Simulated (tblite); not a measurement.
# C5H13FN2Si: the cost of one run

The runs use tblite 0.8.0 and PySCF 2.14.0, with density-fitted response routines of our own; the level of theory stands in each step. All values are computed, except where a source is named. Atoms count from 0, in the outputs and in this text.

## (1) The starting structure

22 atoms, charge 0, multiplicity 1; geometry from: force field or distance geometry start.

Bonds of the start (Å): N0–Si1 1.78, Si1–F2 1.69, Si1–N3 1.76, N3–C4 1.43, C4–C5 1.52, C5–C6 1.54, C6–C7 1.52, C7–C8 1.52, C8–C5 1.53, N0–H9 1.03, N0–H10 1.04, Si1–H11 1.49, N3–H12 1.01, C4–H13 1.11, C4–H14 1.13, C5–H15 1.09, C6–H16 1.12, C6–H17 1.12, C7–H18 1.11, C7–H19 1.12, C8–H20 1.11, C8–H21 1.11.

## (2) Geometry optimisation with GFN2-xTB

Job settings and geometry (Å):

```
{"job": {"kind": "relax", "xc": "GFN2-xTB", "basis": "xTB"}, "charge": 0, "multiplicity": 1}
N     -2.466000    -1.401700    -0.246100
Si    -2.681100     0.347900    -0.025000
F     -2.683900     1.036100    -1.563700
N     -1.387600     1.131600     0.868000
C     -0.219700     0.352000     1.156500
C      0.509200    -0.161400    -0.069600
C      1.764100    -0.980100     0.275200
C      2.454600    -0.217100    -0.841000
C      1.491000     0.915100    -0.543700
H     -1.770200    -1.748600     0.426500
H     -2.249900    -1.604800    -1.243300
H     -4.033100     0.615000     0.543900
H     -1.280500     2.135400     0.785800
H     -0.347800    -0.470300     1.884500
H      0.498700     1.075300     1.650200
H     -0.103500    -0.592900    -0.859900
H      2.113200    -0.697300     1.300800
H      1.657700    -2.079100     0.092800
H      3.523700     0.010500    -0.641300
H      2.278400    -0.663900    -1.852300
H      1.138300     1.478300    -1.427800
H      1.784000     1.539500     0.328700
```

Command:

```console
OMP_NUM_THREADS=1 python probes_run.py task.json out
```

This one command runs all jobs of the session in turn.

**Question.** How long does this first job take on 1 thread of Arm Neoverse N1, shared host, and how much memory does it need?

About 3.5 s, with a peak of 0.18 GiB.
